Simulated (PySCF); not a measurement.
# C3H6OSi: electronic excitations and core binding energies

Aim: predict the electronic excitations and core binding energies of C3H6OSi (`O=C[SiH]1CC1`).

The runs use PySCF 2.14.0, with density-fitted response routines of our own; the level of theory stands in each step. All values are computed, except where a source is named. Atoms count from 0, in the outputs and in this text.

### Step 1. The molecule as given

11 atoms, charge 0, multiplicity 1; geometry from: GFN2-xTB.

Bonds of the start (Å): O0–C1 1.21, C1–Si2 1.88, Si2–C3 1.89, C3–C4 1.52, C4–Si2 1.89, C1–H5 1.11, Si2–H6 1.45, C3–H7 1.08, C3–H8 1.08, C4–H9 1.08, C4–H10 1.08.

### Step 2. Ultraviolet spectrum: CAM-B3LYP/def2-SVPD

Job settings and geometry (Å):

```
{"job": {"kind": "uv", "xc": "CAM-B3LYP", "basis": "def2-SVPD", "nstates": 8, "ntriplets": 3}, "charge": 0, "multiplicity": 1}
O      2.970324    -0.377669     0.820069
C      1.990092    -0.235225     0.128433
Si     0.242529    -0.052012     0.809043
C     -1.126189    -0.622811    -0.370156
C     -0.949512     0.888284    -0.324662
H      2.102856    -0.210400    -0.976998
H      0.053396    -0.076661     2.245327
H     -2.042891    -1.005112     0.052778
H     -0.883679    -1.109208    -1.303994
H     -0.593205     1.358585    -1.229944
H     -1.758297     1.444900     0.124139
```

With the program's defaults for keys left out, this is: TDDFT CAM-B3LYP/def2-SVPD, vertical, gas phase, core orbitals frozen in the response.

Run with:

```console
> OMP_NUM_THREADS=1 python probes_run.py task.json out
```

This one command runs all jobs of the session in turn.

The log of the run:

```text
coarse grid: 9688 points
cycle   1  E = -482.0563405418  dE =  6.630e-01  |g| = 7.663e-01  |ddm| = 4.290e+00
cycle   2  E = -481.8155337757  dE =  2.408e-01  |g| = 1.386e+00  |ddm| = 1.660e+00
cycle   3  E = -482.1860152016  dE = -3.705e-01  |g| = 8.172e-02  |ddm| = 1.044e+00
cycle   4  E = -482.1871945786  dE = -1.179e-03  |g| = 5.945e-02  |ddm| = 1.617e-01
cycle   5  E = -482.1881225388  dE = -9.280e-04  |g| = 7.604e-03  |ddm| = 7.047e-02
cycle   6  E = -482.1881450011  dE = -2.246e-05  |g| = 2.943e-03  |ddm| = 1.596e-02
cycle   7  E = -482.1881485440  dE = -3.543e-06  |g| = 1.009e-03  |ddm| = 6.525e-03
final grid: 88992 points
cycle   8  E = -482.2676047803  dE = -1.940e-05  |g| = 3.220e-03  |ddm| = 4.489e-02
cycle   9  E = -482.2676033079  dE =  1.472e-06  |g| = 4.334e-03  |ddm| = 8.582e-03
cycle  10  E = -482.2676073738  dE = -4.066e-06  |g| = 6.492e-04  |ddm| = 3.844e-03
cycle  11  E = -482.2676074543  dE = -8.052e-08  |g| = 1.751e-04  |ddm| = 6.656e-04
cycle  12  E = -482.2676074616  dE = -7.321e-09  |g| = 6.992e-05  |ddm| = 3.221e-04
cycle  13  E = -482.2676074631  dE = -1.545e-09  |g| = 1.299e-05  |ddm| = 1.004e-04
cycle  14  E = -482.2676074633  dE = -1.057e-10  |g| = 3.650e-06  |ddm| = 4.038e-05
converged SCF energy = -482.2676074633

Static polarisability (au): isotropic 67.410, principal 52.942 60.345 88.942

Singlet excitations
state   eV       nm        f      main configurations
  1   3.3331    372.0   0.00022   H-1->L 0.94
  2   5.1696    239.8   0.21870   H->L 0.97
  3   6.5632    188.9   0.00490   H->L+2 0.49, H->L+1 0.35
  4   6.6625    186.1   0.02665   H-1->L+2 0.83
  5   6.6837    185.5   0.00184   H-2->L 0.61, H->L+1 0.23, H-1->L+3 0.09
  6   6.9809    177.6   0.00045   H-1->L+3 0.72, H-2->L 0.15
  7   6.9926    177.3   0.00765   H->L+2 0.40, H->L+1 0.28, H->L+4 0.14
  8   7.0670    175.4   0.12230   H->L+3 0.91

Triplet excitations (Tamm-Dancoff, eV): 2.6814 3.9213 5.8481
```

It took 24 s on 1 thread of Arm Neoverse V1, shared host; peak memory 0.67 GiB.

Frontier orbitals and where they lie:

```tsv
orbital	eV	atoms
HOMO−3	-11.94	C3 27 %, C4 27 %, H9 11 %
HOMO−2	-10.52	C4 30 %, C3 30 %, Si2 15 %
HOMO−1	-8.62	O0 52 %, C1 20 %, Si2 10 %
HOMO	-8.48	Si2 29 %, C4 24 %, C3 24 %
LUMO	-0.58	C1 35 %, O0 31 %, Si2 13 %
LUMO+1	1.33	Si2 19 %, C4 16 %, C3 16 %
LUMO+2	1.44	C1 27 %, Si2 25 %, H6 13 %
```

With each of the 8 states as a Gaussian band of 0.4 eV half-width at 1/e, the curve within the window shown has maxima at 240 nm (ε 8,800), 176 nm (ε 5,800) L/(mol cm). Beyond the last state computed it falls off for lack of states. The curve at chosen wavelengths:

(nm, ε (L/mol/cm)): (168, 3014), (179, 5472), (191, 1771), (202, 305), (214, 840), (225, 4418), (236, 8530), (248, 7293), (259, 3455), (271, 937), (282, 202), (293, 34), (305, 4), (316, 2), (328, 3), (339, 5), (350, 7), (362, 8), (373, 9), (385, 8), (396, 7), (407, 5), (419, 4), (430, 2), (442, 2), (453, 1)

Leading natural transition orbitals of singlet state 2: the hole lies on Si2 31 %; C3, C4 about 21 % each; the particle on C1 39 %; O0 29 %; H5 10 %.

Leading natural transition orbitals of singlet state 1: the hole lies on O0 61 %; H5 15 %; C1 10 %; the particle on C1 44 %; O0 32 %; H5 9 %.

Ground-state properties from the same run:

```tsv
property	computed
dipole moment (D)	2.77
polarisability (Å³)	9.99
HOMO–LUMO gap (eV)	7.90
−ε(HOMO) (eV)	8.48
```

The fields below are evaluated on a grid from the run's orbitals.

Frontier orbitals at CAM-B3LYP/def2-SVPD, with the share of their density that lies nearest to each atom:

```tsv
orbital	energy (eV)	lies on
HOMO	-8.48	Si2 30 %; C3, C4 about 21 % each
LUMO	-0.58	C1 36 %; O0 27 %; H5 9 %
```

ELF in a plane through or near 5 of the atoms.

Ten even steps from ' ' (0.00) to '@' (1.00):
```
                                                        
                                                        
                                                        
                                                        
                ..--..                                  
              ==@@@@%%::                                
              **@@@@@@##                                
              --@@@@@@++        ......                  
      --****==--**####--      --**##==..                
    ..++%%@@%%##::****%%::..--**%%%%**..                
    ..==%%%%--==##++@@++::....++****::                  
      --##%%%%%%====##..####..--::..                    
      ..==**%%##..  ::--........                        
        ..--++--    ++@@@@@@@@--                        
                  ..@@@@@@@@@@##                        
                  ..@@@@@@@@@@%%..                      
                    --%%@@@@%%::                        
                        ::..                            
                                                        
                                                        
```
The map spans 11.4 Å across and 9.6 Å up, centred on the molecule. Atoms in the plane (x, y in Å): O0 (-3.1, -0.3), C1 (-2.0, 0.2), Si2 (-0.4, -0.8), H5 (-1.9, 1.3), H6 (-0.5, -2.2).

On the surface of density 0.002 e/bohr³ the electrostatic potential runs, from the 1st to the 99th percentile, from -1.52 V near O0 to 1.15 V near H6.

### Step 3. Core holes by ΔSCF: SCAN, X2C

Same as in step 2 but for these lines:

```diff
@@ -1,2 +1,2 @@
-{"job": {"kind": "uv", "xc": "CAM-B3LYP", "basis": "def2-SVPD", "nstates": 8, "ntriplets": 3}, "charge": 0, "multiplicity": 1}
+{"job": {"kind": "xps"}, "charge": 0, "multiplicity": 1}
 O      2.970324    -0.377669     0.820069
```

With the program's defaults for keys left out, this is: delta-SCF UKS SCAN, pcX-2 on the ionised atom, pcseg-1 elsewhere, spin-free X2C.

The log of the run:

```text
ground state, core basis on atom 0 (O), 135 functions
  cycle   1  E = -482.97219506  |g| = 8.70e-01
  cycle   2  E = -482.18508313  |g| = 2.08e+00
  cycle   3  E = -483.10339280  |g| = 3.25e-01
  cycle   4  E = -483.12361641  |g| = 1.52e-01
  cycle   5  E = -483.12999865  |g| = 5.09e-02
  cycle   6  E = -483.13078463  |g| = 1.22e-02
  cycle   7  E = -483.13082211  |g| = 3.38e-03
  cycle   8  E = -483.13082449  |g| = 9.22e-04
  cycle   9  E = -483.13082500  |g| = 9.68e-05
  E(ground) = -483.16956260 Eh
hole in O 1s of atom 0
  cycle   1  E = -462.52017810  |g| = 2.22e+00
  cycle   2  E = -461.27571008  |g| = 2.42e+00
  cycle   3  E = -462.88201143  |g| = 8.48e-01
  cycle   4  E = -462.80373858  |g| = 8.50e-01
  cycle   5  E = -463.33020213  |g| = 2.11e-01
  cycle   6  E = -463.36429089  |g| = 1.02e-01
  cycle   7  E = -463.37213662  |g| = 2.56e-02
  cycle   8  E = -463.37267148  |g| = 7.91e-03
  cycle   9  E = -463.37275219  |g| = 4.70e-03
  cycle  10  E = -463.37282022  |g| = 3.78e-03
  cycle  11  E = -463.37287094  |g| = 3.80e-03
  cycle  12  E = -463.37292521  |g| = 3.87e-03
  cycle  13  E = -463.37293815  |g| = 2.29e-03
  cycle  14  E = -463.37294237  |g| = 8.76e-04
  cycle  15  E = -463.37294319  |g| = 2.21e-04
  E(ion) = -463.41269290 Eh   <S^2> = 0.8360   hole on atom = 1.000   binding energy = 537.612 eV
ground state, core basis on atom 1 (C), 135 functions
  cycle   1  E = -483.10612849  |g| = 7.90e-02
  cycle   2  E = -483.10226337  |g| = 1.49e-01
  cycle   3  E = -483.10648748  |g| = 3.45e-02
  cycle   4  E = -483.10672292  |g| = 7.80e-03
  cycle   5  E = -483.10674193  |g| = 1.64e-03
  cycle   6  E = -483.10674277  |g| = 5.41e-04
  cycle   7  E = -483.10674261  |g| = 7.82e-05
  E(ground) = -483.14738550 Eh
hole in C 1s of atom 1
  cycle   1  E = -471.77487198  |g| = 1.50e+00
  cycle   2  E = -469.90987525  |g| = 2.20e+00
  cycle   3  E = -471.76090687  |g| = 9.94e-01
  cycle   4  E = -471.99457287  |g| = 8.09e-01
  cycle   5  E = -472.28715055  |g| = 2.96e-01
  cycle   6  E = -472.34114794  |g| = 1.10e-01
  cycle   7  E = -472.34923511  |g| = 1.85e-02
  cycle   8  E = -472.34941337  |g| = 1.30e-02
  cycle   9  E = -472.34943680  |g| = 1.34e-02
  cycle  10  E = -472.34955531  |g| = 8.26e-03
  cycle  11  E = -472.34959191  |g| = 7.77e-03
  cycle  12  E = -472.34964053  |g| = 4.07e-03
  cycle  13  E = -472.34965531  |g| = 2.48e-03
  cycle  14  E = -472.34966244  |g| = 1.18e-03
  cycle  15  E = -472.34966411  |g| = 5.04e-04
  cycle  16  E = -472.34966481  |g| = 2.19e-04
  E(ion) = -472.38878422 Eh   <S^2> = 0.8690   hole on atom = 1.000   binding energy = 292.756 eV
ground state, core basis on atom 2 (Si), 146 functions
  cycle   1  E = -483.19872638  |g| = 2.87e-01
  cycle   2  E = -483.19826620  |g| = 6.07e-02
  cycle   3  E = -483.19468751  |g| = 1.39e-01
  cycle   4  E = -483.19891953  |g| = 1.55e-02
  cycle   5  E = -483.19895384  |g| = 3.73e-03
  cycle   6  E = -483.19895611  |g| = 9.83e-04
  cycle   7  E = -483.19895750  |g| = 1.75e-04
  E(ground) = -483.19771858 Eh
hole in Si 1s of atom 2
  cycle   1  E = -414.26810159  |g| = 4.35e+00
  cycle   2  E = -413.94634962  |g| = 2.37e+00
  cycle   3  E = -414.29317508  |g| = 1.39e+00
  cycle   4  E = -415.14624937  |g| = 6.90e-01
  cycle   5  E = -415.27767209  |g| = 3.39e-01
  cycle   6  E = -415.32834084  |g| = 1.17e-01
  cycle   7  E = -415.33520373  |g| = 4.76e-02
  cycle   8  E = -415.33653018  |g| = 8.11e-03
  cycle   9  E = -415.33656619  |g| = 2.94e-03
  cycle  10  E = -415.33657107  |g| = 5.57e-04
  cycle  11  E = -415.33657184  |g| = 2.30e-04
  E(ion) = -415.34293977 Eh   <S^2> = 0.7531   hole on atom = 1.000   binding energy = 1846.423 eV
hole in Si 2p of atom 2
  cycle   1  E = -478.92491781  |g| = 1.24e+00
  cycle   2  E = -478.47708964  |g| = 1.39e+00
  cycle   3  E = -479.02932402  |g| = 7.08e-01
  cycle   4  E = -479.23064221  |g| = 2.55e-01
  cycle   5  E = -479.24988437  |g| = 1.15e-01
  cycle   6  E = -479.25657085  |g| = 4.58e-02
  cycle   7  E = -479.25779911  |g| = 8.75e-03
  cycle   8  E = -479.25783740  |g| = 3.60e-03
  cycle   9  E = -479.25784489  |g| = 8.97e-04
  cycle  10  E = -479.25784522  |g| = 2.90e-04
  E(ion) = -479.26807092 Eh   <S^2> = 0.7543   hole on atom = 1.002   binding energy = 106.931 eV
  2p3/2 = 106.749 eV   2p1/2 = 107.373 eV
ground state, core basis on atom 3 (C), 135 functions
  cycle   1  E = -483.10378817  |g| = 6.13e-02
  cycle   2  E = -483.10362304  |g| = 3.43e-02
  cycle   3  E = -483.10368107  |g| = 3.17e-02
  cycle   4  E = -483.10397289  |g| = 1.02e-02
  cycle   5  E = -483.10400166  |g| = 3.12e-03
  cycle   6  E = -483.10400409  |g| = 5.86e-04
  cycle   7  E = -483.10400228  |g| = 1.62e-04
  E(ground) = -483.14460553 Eh
hole in C 1s of atom 3
  cycle   1  E = -471.84774849  |g| = 1.51e+00
  cycle   2  E = -470.64646052  |g| = 2.10e+00
  cycle   3  E = -472.23751609  |g| = 6.59e-01
  cycle   4  E = -472.23660509  |g| = 6.85e-01
  cycle   5  E = -472.42692705  |g| = 1.35e-01
  cycle   6  E = -472.43460236  |g| = 4.15e-02
  cycle   7  E = -472.43553157  |g| = 1.17e-02
  cycle   8  E = -472.43559542  |g| = 6.37e-03
  cycle   9  E = -472.43562036  |g| = 1.93e-03
  cycle  10  E = -472.43562304  |g| = 7.12e-04
  cycle  11  E = -472.43562419  |g| = 3.28e-04
  E(ion) = -472.47501367 Eh   <S^2> = 0.7719   hole on atom = 1.000   binding energy = 290.334 eV
```

Wall time 39 s (1 thread of Arm Neoverse V1, shared host); peak memory 0.46 GiB.

Binding energies by hole, beside the orbital energy of the ground state; the difference holds orbital relaxation and, for a density functional, its self-interaction error:

```tsv
hole	stands for	environment	ΔSCF (eV; 2p as the shell's mean)	−ε (eV)	⟨S²⟩
O1s on O0	O0	carbonyl oxygen	537.61	516.8	0.836
C1s on C1	C1	carbonyl carbon	292.76 (doubtful)	276.0	0.869
Si1s on Si2	Si2	silicon bonded to 3 C, H, in a 3-membered ring	1846.42	1793.5	0.753
Si2p on Si2	Si2	silicon bonded to 3 C, H, in a 3-membered ring	106.96	96.4	0.754
C1s on C3	C3, C4	three-membered-ring carbon	290.33	273.9	0.772
```

Each hole run stands for the others of its class of like atoms.

Doubtful: the ion did not converge, its hole moved, or its ⟨S²⟩ is well above 0.75.

With the spin-orbit splitting: Si2 2p3/2 106.75, 2p1/2 107.37 eV. The table gives each 2p level as the mean over the whole 2p shell (two parts 2p3/2, one part 2p1/2), which differs a little from the single hole in the log.

### Step 4. Summary of results

| quantity | value |
| --- | --- |
| lowest singlet (CAM-B3LYP/def2-SVPD) | 3.33 eV (372 nm), f = 0.000 |
| brightest single state of those computed | state 2, 5.17 eV, f = 0.219 |
| lowest triplet | 2.68 eV |
| surface potential, 1st and 99th percentile | -1.52 V and 1.15 V |
| O1s binding energies, SCAN/pcX-2 | O0 537.61 eV |
| Si1s binding energies, SCAN/pcX-2 | Si2 1846.42 eV |
| Si2p binding energies, SCAN/pcX-2 | Si2 106.96 eV |
| C1s binding energies, SCAN/pcX-2 (standing for 2 of 3 atoms) | C3 290.33 eV |

In words: The first singlet state (HOMO−1→LUMO 0.94) lies at 3.33 eV and is dark; of the 8 states computed, the strongest absorption comes from state 2 at 5.17 eV (the last state computed is bright too, and its partners may lie past the list). The lowest triplet lies 0.65 eV below the lowest singlet (triplets in Tamm-Dancoff, singlets in full TDDFT). At CAM-B3LYP/def2-SVPD, counted by nearest atom on the grid, the HOMO lies on Si2 30 %; C3, C4 about 21 % each, the LUMO on C1 36 %; O0 27 %.
